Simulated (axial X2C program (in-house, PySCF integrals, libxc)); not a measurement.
# A two-component session on TeSi⁻: properties at the nuclei

Aim: properties at the nuclei of TeSi⁻, with spin–orbit coupling in the Hamiltonian from the start.

Computed with an in-house X2C program for linear molecules on PySCF integrals. Level: two-component X2C with atomic mean-field terms, Te dyall-acv3z, Si dyall-av3z.

All values are calculated.

**1. The job**

Contents of task.json:

```json
{
 "zs": [
  52,
  14
 ],
 "q": -1,
 "bas": [
  "dyall-acv3z",
  "dyall-av3z"
 ],
 "r0": 2.35,
 "levels": [
  "PBE0",
  "HF",
  "B3LYP",
  "LDA",
  "r2SCAN"
 ],
 "nst": 3
}
```

Keys: zs atomic numbers; q charge; bas basis sets; r0 starting distance in Å; levels methods (HF also brings MP2); nst determinants followed.

Command:

```console
> python soeom.py task.json out
```

Nuclei are Gaussian, cores are contracted, and the Gaunt term is on.

**2. Expectation values, lowest determinant**

R = 2.402 Å. State: Ω = 1/2 (excess of +ω over −ω: ω = 1/2).

Output of the PBE0 run:

```text
two-component X2C + atomic mean field  PBE0
basis functions 202  fitting functions 1041  grid points 5081
iter        total energy     max residual
   1      -7075.784949928     1.04e+01
   2      -7080.549098772     4.26e-02
   3      -7080.520968927     6.33e-02
   4      -7080.628439287     4.08e-03
   5      -7080.628834866     2.83e-03
   6      -7080.628862345     9.98e-04
   7      -7080.628888392     6.08e-04
   8      -7080.628898917     9.68e-05
   9      -7080.628899266     4.32e-05
  10      -7080.628899368     1.91e-05
  11      -7080.628899411     5.22e-06
  12      -7080.628899416     1.30e-06
  13      -7080.628899417     2.36e-07
converged
one-electron -10049.78229583  Coulomb 3011.07191544  exact exchange -48.79926621  xc functional -149.42119221  nuclear repulsion 160.38343445  atomic mean-field constant -4.08149505
```

The highest occupied spinor is 53% Si p, 18% Te p, 13% Te d.

```tsv
level	Eeff magnitude (GV/cm)	Ws magnitude Te (kHz)	A∥/gI Te (MHz)	qzz Te (a.u.)	A∥/gI Si (MHz)	qzz Si (a.u.)
PBE0	0.362	0.253	800	1.19	403	-0.66
HF	0.476	0.428	771	1.45	365	-0.82
B3LYP	0.346	0.237	777	1.15	383	-0.66
LDA	0.643	0.6	871	0.96	378	-0.59
r2SCAN	0.057	0.126	825	1.07	339	-0.61
```

Eeff is the effective electric field on the electron dipole moment in this Ω state and Ws the scalar–pseudoscalar constant (defined with the proton number Z and per Ω); A∥ is the parallel hyperfine constant, which follows by multiplying with the nuclear g factor gI = μI/(I μN); qzz is the electric field gradient, eQq0 = 234.96 MHz × Q/barn × qzz. The operators were transformed with the bare-nucleus X2C matrices.

**3. Expectation values, a higher determinant**

R = 2.402 Å. State: Ω = 3/2 (excess of +ω over −ω: ω = 3/2), 0.13 eV above the lowest in the PBE0 search for states (made at or near this distance, with looser thresholds).

Output of the PBE0 run:

```text
two-component X2C + atomic mean field  PBE0
basis functions 202  fitting functions 1041  grid points 5081
iter        total energy     max residual
   1      -7075.778051411     1.03e+01
   2      -7080.543944285     4.29e-02
   3      -7080.515285687     6.33e-02
   4      -7080.623540976     4.35e-03
   5      -7080.623951592     1.88e-03
   6      -7080.623975048     2.40e-04
   7      -7080.623974859     3.05e-04
   8      -7080.623977994     6.66e-05
   9      -7080.623978135     2.71e-05
  10      -7080.623978163     8.82e-06
  11      -7080.623978172     4.39e-06
  12      -7080.623978175     1.47e-06
  13      -7080.623978175     2.66e-07
converged
one-electron -10049.73503819  Coulomb 3011.02583986  exact exchange -48.79836070  xc functional -149.41835854  nuclear repulsion 160.38343445  atomic mean-field constant -4.08149505
```

The highest occupied spinor is 47% Si p, 22% Te p, 13% Te d.

```tsv
level	Eeff magnitude (GV/cm)	Ws magnitude Te (kHz)	A∥/gI Te (MHz)	qzz Te (a.u.)	A∥/gI Si (MHz)	qzz Si (a.u.)
PBE0	0.0861	0.0947	178	1.19	56.9	-0.71
HF	1.23	0.421	123	1.95	69.3	-0.92
B3LYP	0.027	0.0688	172	1.14	70	-0.71
LDA	0.188	0.0214	175	0.90	64.3	-0.63
r2SCAN	0.535	0.278	216	1.01	60.8	-0.66
```

**4. Expectation values, a higher determinant**

R = 2.402 Å. State: Ω = 5/2 (excess of +ω over −ω: ω = -1/2, 2 × ω = 3/2), 2.08 eV above the lowest in the PBE0 search for states (made at or near this distance, with looser thresholds).

Output of the PBE0 run:

```text
two-component X2C + atomic mean field  PBE0
basis functions 202  fitting functions 1041  grid points 5081
iter        total energy     max residual
   1      -7075.661631257     1.06e+01
   2      -7080.472276180     4.38e-02
   3      -7080.437402387     6.49e-02
   4      -7080.557437545     5.93e-03
   5      -7080.557948057     4.48e-03
   6      -7080.558238796     4.54e-04
   7      -7080.558242871     8.24e-05
   8      -7080.558243145     2.49e-05
   9      -7080.558243184     7.40e-06
  10      -7080.558243187     3.50e-06
  11      -7080.558243187     1.63e-06
converged
one-electron -10048.24630590  Coulomb 3009.64381012  exact exchange -48.81534094  xc functional -149.44234586  nuclear repulsion 160.38343445  atomic mean-field constant -4.08149505
```

The highest occupied spinor is 60% Si p, 17% Te d, 11% Te p.

```tsv
level	Eeff magnitude (GV/cm)	Ws magnitude Te (kHz)	A∥/gI Te (MHz)	qzz Te (a.u.)	A∥/gI Si (MHz)	qzz Si (a.u.)
PBE0	0.489	0.158	234	-1.90	-36.6	0.06
HF	1.84	0.492	253	-2.21	-22.8	0.11
B3LYP	0.287	0.107	252	-2.01	-26.7	0.08
LDA	0.336	0.0466	243	-1.98	-26.1	0.06
r2SCAN	1.09	0.304	278	-1.86	-18	0.07
```

**5. Summary of results**

```
                                        quantity                                                  value
                              lowest determinant                Ω = 1/2 (excess of +ω over −ω: ω = 1/2)
                    Eeff magnitude (GV/cm), PBE0                                                  0.362
                     Ws magnitude Te (kHz), PBE0                                                  0.253
                            A∥/gI Te (MHz), PBE0                                                    800
                             qzz Te (a.u.), PBE0                                                   1.19
                              higher determinant                Ω = 3/2 (excess of +ω over −ω: ω = 3/2)
Eeff magnitude (GV/cm), PBE0, higher determinant                                                 0.0861
 Ws magnitude Te (kHz), PBE0, higher determinant                                                 0.0947
        A∥/gI Te (MHz), PBE0, higher determinant                                                    178
         qzz Te (a.u.), PBE0, higher determinant                                                   1.19
                              higher determinant  Ω = 5/2 (excess of +ω over −ω: ω = -1/2, 2 × ω = 3/2)
Eeff magnitude (GV/cm), PBE0, higher determinant                                                  0.489
 Ws magnitude Te (kHz), PBE0, higher determinant                                                  0.158
        A∥/gI Te (MHz), PBE0, higher determinant                                                    234
         qzz Te (a.u.), PBE0, higher determinant                                                  -1.90
```

In words: In the first state, the effective field runs from 0.057 to 0.643 GV/cm over the mean-field levels, so the levels don't agree on it. The expectation values come from single determinants, which for open shells can mix terms of unlike spin or miss the lowest Ω, so a determinant need not be a state. Eeff is the effective electric field on the electron dipole moment in this Ω state and Ws the scalar–pseudoscalar constant (defined with the proton number Z and per Ω); A∥ is the parallel hyperfine constant, which follows by multiplying with the nuclear g factor gI = μI/(I μN); qzz is the electric field gradient, eQq0 = 234.96 MHz × Q/barn × qzz. The operators were transformed with the bare-nucleus X2C matrices.
